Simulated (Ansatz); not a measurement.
# Ti2AlC: the cost of one run

Program: the Python package of Ansatz 0.2.0. The levels of theory stand in the script. These are calculated values, not measurements.

## 1. The system

The structure is hexagonal, space group P6_3/mmc (No. 194). Conventional cell: a = 3.057 Å, b = 3.057 Å, c = 13.686 Å, α = 90.00°, β = 90.00°, γ = 120.00°. Around Ti (site symmetry 3m) lie 3 C at 2.11 Å. Al (site symmetry -6m2) is surrounded by 6 Ti at 2.88 Å and 6 Al at 3.06 Å. C (site symmetry -3m) is surrounded by 6 Ti at 2.11 Å.

Input file ti2alc.cif:

```cif
data_Ti2AlC
_cell_length_a 3.057448
_cell_length_b 3.057448
_cell_length_c 13.685980
_cell_angle_alpha 90.00000
_cell_angle_beta 90.00000
_cell_angle_gamma 120.00000
_symmetry_space_group_name_H-M 'P 1'
_symmetry_Int_Tables_number 1
loop_
_symmetry_equiv_pos_as_xyz
'x, y, z'
loop_
_atom_site_label
_atom_site_type_symbol
_atom_site_fract_x
_atom_site_fract_y
_atom_site_fract_z
Ti1 Ti    0.333333    0.666667    0.084013
Ti2 Ti    0.666667    0.333333    0.584013
Ti3 Ti    0.666667    0.333333    0.915987
Ti4 Ti    0.333333    0.666667    0.415987
Al5 Al    0.333333    0.666667    0.750000
Al6 Al    0.666667    0.333333    0.250000
C7 C    0.000000    0.000000    0.000000
C8 C    0.000000    0.000000    0.500000
```

## 2. Script

The input, ti2alc_lattice.py:

```python
"""How the lattice of Ti2AlC depends on the functional."""

import logging
import sys
import warnings

import ansatz as az
from ase.io import read
import numpy as np

logging.basicConfig(stream=sys.stdout, format="%(levelname)s:%(name)s:%(message)s")
logger = logging.getLogger("calc")
logger.setLevel(logging.INFO)

TOLERANCE = 1e-08
KMESH = (10, 10, 2)
OCCUPATIONS = "cold"
WIDTH_EV = 0.1
ECUT = 600
FMAX = 0.03

def edges_and_angles(cell):
    cell = np.asarray(cell)
    a, b, c = np.linalg.norm(cell, axis=1)
    cosines = cell[1] @ cell[2] / (b * c), cell[0] @ cell[2] / (a * c), cell[0] @ cell[1] / (a * b)
    return (a, b, c, *np.degrees(np.arccos(cosines)))


def main() -> None:
    warnings.simplefilter("ignore", az.DeckWarning)

    atoms = read("ti2alc.cif")
    system = az.Crystal.from_ase(atoms)

    base = (
        system.calculation()
        .scf(tolerance=TOLERANCE)
        .kpoints(*KMESH)
        .occupations(OCCUPATIONS, width=WIDTH_EV)
        .basis(ECUT)
        .relax(cell=True, force_tolerance=FMAX)
    )

    levels = [("r2scan", "d4"), ("r2scan", "none"), ("pbesol", "d3bj")]
    logger.info("level            a       b       c    alpha   beta  gamma  V/atom  steps")
    for name, dispersion in levels:
        seen = []
        run = base.functional(name, dispersion=dispersion).session().plan()
        outcome = run.execute(on_event=lambda e: seen.append(e) if e["event"] == "relax_step" else None)
        cell = outcome.lattice.cell_ang
        label = name if dispersion == "none" else f"{name}+{dispersion}"
        print("{:13s} {:7.4f} {:7.4f} {:7.4f} {:6.2f} {:6.2f} {:6.2f}".format(label, *edges_and_angles(cell)), f"{abs(np.linalg.det(cell)) / len(outcome.lattice.sites):7.3f} {len(seen):5d}")


if __name__ == "__main__":
    main()
```

## 3. Running it

Command:

```
$ python ti2alc_lattice.py
```

What time and memory should one allow on 1 thread of Arm Neoverse V2, shared host?

About 2.7 min, with a peak of 0.95 GiB.
